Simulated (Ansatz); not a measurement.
# CH6ClNOSi: the cost of one run

All numbers below are computed with Ansatz 0.2.0 (RKS B3LYP-D4/def2-SVP).

## 1. The starting structure

Bond lengths: N1–Si2 1.662 Å, Si2–C3 1.858 Å, C3–O4 1.396 Å, C3–Cl5 1.773 Å, N1–H6 1.052 Å, N1–H7 0.980 Å, Si2–H8 1.478 Å, Si2–H9 1.476 Å, C3–H10 1.124 Å, O4–H11 1.043 Å. Angles (14 of 16 angles, heavy atoms first): N1–Si2–C3 112.2°, Si2–C3–O4 120.6°, Si2–C3–Cl5 109.3°, O4–C3–Cl5 106.7°, N1–Si2–H8 104.6°, N1–Si2–H9 108.7°, C3–Si2–H8 111.0°, C3–Si2–H9 111.9°, Si2–N1–H6 110.0°, Si2–N1–H7 112.3°, Si2–C3–H10 111.3°, O4–C3–H10 102.7°, Cl5–C3–H10 105.0°, C3–O4–H11 103.7°.

As a file:

```xyz
11

N    -1.5116   -0.0211   -0.7677
Si    0.1443    0.0850   -0.8708
C     0.9522    0.0788    0.8022
O     0.5409   -0.8211    1.7872
Cl    0.8420    1.6995    1.5130
H    -1.9379    0.0678   -1.7251
H    -1.8069   -0.8773   -0.3942
H     0.5451   -1.1009   -1.6575
H     0.4926    1.2913   -1.6461
H     2.0542   -0.1300    0.7220
H    -0.2496   -0.3289    2.2577
```

## 2. End point A

Input file input.yaml:

```yaml
crystal:
  periodic: [false, false, false]
  atoms:
    - { symbol: "N", position_ang: [-1.5116, -0.0211, -0.7677] }
    - { symbol: Si, position_ang: [0.1443, 0.085, -0.8708] }
    - { symbol: C, position_ang: [0.9522, 0.0788, 0.8022] }
    - { symbol: O, position_ang: [0.5409, -0.8211, 1.7872] }
    - { symbol: Cl, position_ang: [0.842, 1.6995, 1.513] }
    - { symbol: H, position_ang: [-1.9379, 0.0678, -1.7251] }
    - { symbol: H, position_ang: [-1.8069, -0.8773, -0.3942] }
    - { symbol: H, position_ang: [0.5451, -1.1009, -1.6575] }
    - { symbol: H, position_ang: [0.4926, 1.2913, -1.6461] }
    - { symbol: H, position_ang: [2.0542, -0.13, 0.722] }
    - { symbol: H, position_ang: [-0.2496, -0.3289, 2.2577] }
basis:
  gaussian: { orbitals: def2-SVP }
hamiltonian:
  xc: b3lyp
  dispersion: d4
relax:
  f_tol: 0.02
  max_steps: 50
```

On the command line:

```bash
$ ansatz run input.yaml --threads 2 --pin off --max-ram 3072MiB --backend cpu --events-out ev --progress --plain --runs-dir out
```

**Question.** How long does this run take on 2 threads of Intel Xeon Platinum 8259CL at 2.50GHz (Skylake/Cascade Lake), shared host, and how much memory does it need?

About 65 s, with a peak of 0.27 GiB.
